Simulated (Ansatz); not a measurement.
# CH5BN2O: how energies converge with the basis set

The task here is to estimate one member of a computed series from the others.

Computed with Ansatz 0.2.0, Gaussian basis. Level: one geometry, several basis sets.

Plan: PBE0-D4/def2-SVP; ωB97M-V/def2-SVP; PBE0-D4/def2-QZVPP; ωB97M-V/def2-QZVPP; the functionals' def2-TZVPP values are taken from earlier runs.

### Structure used throughout

An earlier PBE0-D4 in a triple-zeta def2 set relaxation fixed the geometry.

10 atoms, charge 0, spin multiplicity 1.

Atoms are counted from 1 here; the program's logs count them from 0.

Bond lengths: N1–C2 1.268 Å, N1–H6 1.016 Å, C2–O3 1.354 Å, C2–B4 1.581 Å, O3–H7 0.968 Å, B4–N5 1.379 Å, B4–H8 1.196 Å, N5–H9 1.005 Å, N5–H10 1.008 Å. Angles: C2–N1–H6 110.2°, N1–C2–O3 118.5°, N1–C2–B4 127.2°, O3–C2–B4 114.3°, C2–O3–H7 106.5°, C2–B4–N5 119.0°, C2–B4–H8 120.0°, N5–B4–H8 121.0°, B4–N5–H9 123.9°, B4–N5–H10 121.4°, H9–N5–H10 114.6°.

The first run:

Input file in.yaml:

```yaml
crystal:
  periodic: [false, false, false]
  atoms:
    - {symbol: N, position_ang: [-0.406169, -1.670019, 1.102743]}
    - {symbol: C, position_ang: [0.119120, -0.693893, 0.486131]}
    - {symbol: O, position_ang: [1.464527, -0.550037, 0.531067]}
    - {symbol: B, position_ang: [-0.625732, 0.415643, -0.358125]}
    - {symbol: N, position_ang: [0.117773, 1.408839, -0.961065]}
    - {symbol: H, position_ang: [-1.415219, -1.656480, 0.985285]}
    - {symbol: H, position_ang: [1.802087, -1.279926, 1.070375]}
    - {symbol: H, position_ang: [-1.816305, 0.385158, -0.465918]}
    - {symbol: H, position_ang: [-0.278544, 2.149280, -1.513388]}
    - {symbol: H, position_ang: [1.121463, 1.440335, -0.874205]}
basis:
  gaussian: {orbitals: def2-SVP}
hamiltonian: {xc: pbe0, dispersion: d4}
output: {orbitals: {seedname: orbitals}}
```

Launch:

```sh
> ansatz run in.yaml --threads 2 --pin off --events-out ev --progress --plain --max-ram 4352MiB
```

Among the steps run: PBE0-D4 in def2-SVP; ωB97M-V in def2-SVP; PBE0-D4 in def2-QZVPP; ωB97M-V in def2-QZVPP.

One of the session's tables, all rows but one given; the rest of the session is left out.

It belongs to the step «Functionals by basis». 

```
functional       basis  HOMO (eV)
   PBE0-D4    def2-SVP      -7.40
   PBE0-D4  def2-TZVPP          ?
   PBE0-D4  def2-QZVPP      -7.77
   ωB97M-V    def2-SVP      -9.78
   ωB97M-V  def2-TZVPP     -10.13
   ωB97M-V  def2-QZVPP     -10.18
```

Q: Estimate the row for PBE0-D4, def2-TZVPP from the others.

**Answer.** HOMO (eV): -7.71. In the column «HOMO (eV)» it lies between PBE0-D4, def2-QZVPP (-7.77) and PBE0-D4, def2-SVP (-7.40).
